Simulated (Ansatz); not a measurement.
Predict the output of the script below (Ansatz 0.2.0, Python API).

The script, `transition_ni.py`:
```python
# -*- coding: utf-8 -*-
import warnings

import ansatz as az
import numpy as np


def sc(a_site, a):
    return (
        az.Lattice.cubic(a)
        .space_group(221)
        .atom(a_site, (0, 0, 0))
    )


def fcc(a_site, a):
    return (
        az.Lattice.fcc(a)
        .space_group(225)
        .atom(a_site, (0, 0, 0))
        .primitive()
    )


def compute(name, crystal, pressure=0.0):
    calc = (
        crystal.calculation()
        .functional("PBEsol")
        .basis(420)
        .initial_density(normalization="atom")
        .scf(lower_state_search="light")
        .kpoints(spacing=0.39)
        .occupations("fermi_dirac", width=0.1)
        .spin("collinear")
    )
    calc = calc.relax(force_tolerance=0.01, cell=True, pressure=pressure)
    return calc.run()


def volume_per_atom(outcome):
    return abs(np.linalg.det(outcome.lattice.cell_ang)) / len(outcome.lattice.sites)


def main():
    warnings.simplefilter("ignore", az.DeckWarning)

    phases = {}
    phases["sc"] = sc("Ni", 2.29).moments(Ni=1.5)
    phases["fcc"] = fcc("Ni", 3.52).moments(Ni=1.5)

    pressures = [0, 10, 20, 30]
    enthalpy, volume = {name: [] for name in phases}, {name: [] for name in phases}
    for p in pressures:
        for name, crystal in phases.items():
            o = compute(name, crystal, pressure=p)
            volume[name].append(volume_per_atom(o))
            enthalpy[name].append(o.report["energy_sigma0_ev"] / len(o.lattice.sites) + p * volume[name][-1] / 160.21766)
    gap = np.array(enthalpy["fcc"]) - np.array(enthalpy["sc"])
    rows = [(p, va, vb, 1000 * d) for p, va, vb, d in zip(pressures, volume["sc"], volume["fcc"], gap)]
    print("   P (GPa)  V sc (A^3/atom)  V fcc (A^3/atom)  H(fcc) - H(sc) (meV/atom)")
    for row in rows:
        print(f"{row[0]:10d}  {row[1]:15.3f}  {row[2]:16.3f}  {row[3]:+25.1f}")
    crossings = [p0 - g0 * (p1 - p0) / (g1 - g0) for p0, p1, g0, g1 in zip(pressures, pressures[1:], gap, gap[1:]) if g0 * g1 < 0]
    print("crossing near", [round(float(p), 1) for p in crossings], "GPa") if crossings else print("no crossing in this range")


if __name__ == "__main__":
    main()
```

```console
$ python transition_ni.py
   P (GPa)  V sc (A^3/atom)  V fcc (A^3/atom)  H(fcc) - H(sc) (meV/atom)
         0           12.086            10.418                     -780.8
        10           11.451            10.013                     -877.3
        20           10.962             9.686                     -962.1
        30           10.567             9.408                    -1038.6
no crossing in this range
```

The settings weren't tested for convergence. Other magnetic orders than the one started from may lie lower. At a fixed pressure a relaxation lowers the enthalpy F + PV, while F alone can rise. For the metals among these phases the mesh is modest: differences between phases can be off by up to 40 meV an atom. Only these two structures are compared, at zero temperature and with their symmetry kept; either may be hypothetical, and another phase may be lower than both. Magnetic phases start from parallel moments and may not end in their lowest magnetic state. Differences under about 40 meV an atom lie within the error of mesh and functional. The cells are prototypes set up for this calculation and needn't exist. Hardware and time: 40 s on 1 thread of Arm Neoverse V2, on a shared host, peak memory 0.35 GiB.
